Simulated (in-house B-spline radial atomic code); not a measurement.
**I⁹⁺: ionisation energy by several methods**

How far do functionals differ on the ionisation energy of I⁹⁺? Each run solves I⁹⁺ and then the next ion ([Kr] 4d7).

Program: in-house B-spline radial atomic code version 1. Level of theory: scalar-relativistic (X2C), several functionals, spin-polarised, exact exchange averaged over the configuration; spherical all-electron atom at the radial basis limit. These are calculated values, not measurements, unless marked.

### 1 The system

| Property | Result |
| --- | --- |
| element | iodine (Z = 53) |
| charge | +9 |
| electrons | 44 |
| configuration | [Kr] 4d8 |
| nucleus | Fermi, rms radius 4.750 fm |

The outer shells:

[Kr] 4d8
```
[Kr] core
4d [↑↓][↑↓][↑↓][↑ ][↑ ]
```

Where spins are not typed, each open shell is filled with up spins first.

### 2 B97-1

Settings, as recorded:

```ini
Z = 53
electrons = 44.0
configuration = [Kr] 4d8
hamiltonian = x2c
method = b97_1
spin_polarised = True
nucleus = fermi
rms_radius = 4.75
mass_number = 127
atomic_mass = 126.904472592
speed_of_light = 137.035999084
exact_exchange = averaged over the configuration
```

Run with:

```bash
$ python run_scf.py task.json out
```

The settings of every run stand in task.json; they run in order.

### 3 TPSSh

Settings: those of step 2 with these lines changed.

```diff
@@ -4,3 +4,3 @@
 hamiltonian = x2c
-method = b97_1
+method = tpssh
 spin_polarised = True
```

### 4 BHandHLYP

Settings: those of step 3 with these lines changed.

```diff
@@ -4,3 +4,3 @@
 hamiltonian = x2c
-method = tpssh
+method = bhandhlyp
 spin_polarised = True
```

### 5 M06-2X

Settings: those of step 4 with these lines changed.

```diff
@@ -4,3 +4,3 @@
 hamiltonian = x2c
-method = bhandhlyp
+method = m062x
 spin_polarised = True
```

### 6 PBE0

Settings: those of step 5 with these lines changed.

```diff
@@ -4,3 +4,3 @@
 hamiltonian = x2c
-method = m062x
+method = pbe0
 spin_polarised = True
```

### 7 ωB97X

Settings: those of step 6 with these lines changed.

```diff
@@ -4,3 +4,3 @@
 hamiltonian = x2c
-method = pbe0
+method = wb97x
 spin_polarised = True
```

Before running: The tabulated ionisation energy is 197 ± 2.2 eV (tabulated theoretical; NIST Atomic Spectra Database). What does each method give, and which comes nearest?

**Answer**, as computed:

| method | rung | total energy (hartree) | ΔSCF (eV) | −ε highest (eV) | ΔSCF less tabulated (eV) |
| --- | --- | --- | --- | --- | --- |
| B97-1 | global hybrid | -7092.0211 | 198.34 | 189.04 (4d down) | +1.34 |
| TPSSh | global hybrid | -7091.9507 | 198.20 | 187.50 (4d down) | +1.20 |
| BHandHLYP | global hybrid | -7092.2380 | 198.03 | 192.71 (4d down) | +1.03 |
| M06-2X | global hybrid | -7092.8988 | 198.38 | 193.44 (4d down) | +1.38 |
| PBE0 | global hybrid | -7091.8628 | 198.30 | 189.60 (4d down) | +1.30 |
| ωB97X | range-separated hybrid | -7092.5447 | 198.14 | 191.85 (4d down) | +1.14 |

The tabulated ionisation energy is 197 ± 2.2 eV (tabulated theoretical; NIST Atomic Spectra Database). BHandHLYP comes nearest (+1.03 eV) and M06-2X is farthest (+1.38 eV, 0.70 %). The table's own uncertainty is as large as these misses, so the order means little. All methods miss on the same side by much the same amount, which points to something that they share. Relativistic terms that these runs lack can be as large as the gaps between close methods, so the nearest may be so by luck. Spin-orbit coupling is left out. Open shells are averaged (over orientations, and over spins where the run is restricted), while tables refer to the lowest levels.
